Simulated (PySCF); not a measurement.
# C3H3BrGeO: the cost of one run

The runs use PySCF 2.14.0, with density-fitted response routines of our own; the level of theory stands in each step. All values are computed, except where a source is named. Atoms count from 0, in the outputs and in this text.

### 1 Starting geometry

9 atoms, charge 0, multiplicity 1; geometry from: PBE0-D3(BJ)/def2-SVP.

Bonds of the start (Å): O0–C1 1.20, C1–C2 1.45, C2–C3 1.22, C3–Ge4 1.90, Ge4–Br5 2.30, C1–H6 1.12, Ge4–H7 1.53, Ge4–H8 1.53.

### 2 NMR shieldings: PBE0/pcSseg-1

Job settings and geometry (Å):

```
{"job": {"kind": "nmr", "xc": "PBE0", "basis": "pcSseg-1", "pop": false}, "charge": 0, "multiplicity": 1}
O     -3.369618    -0.561341    -0.024329
C     -2.510262     0.203146    -0.378855
C     -1.097008     0.008885    -0.116751
C      0.099119    -0.121120     0.084763
Ge     1.963739    -0.313277     0.382085
Br     3.004219     1.476449    -0.624218
H     -2.744199     1.135570    -0.947504
H      2.460129    -1.593915    -0.291913
H      2.252305    -0.251066     1.883218
```

Method: GIAO PBE0/pcSseg-1 NMR shielding, non-relativistic, gas phase.

On the command line:

```
$ OMP_NUM_THREADS=1 python probes_run.py task.json out
```

This one command runs all jobs of the session in turn.

**Question.** How long does this first job take on 1 thread of Arm Neoverse V1, shared host, and how much memory does it need?

About 20 s, with a peak of 0.88 GiB.
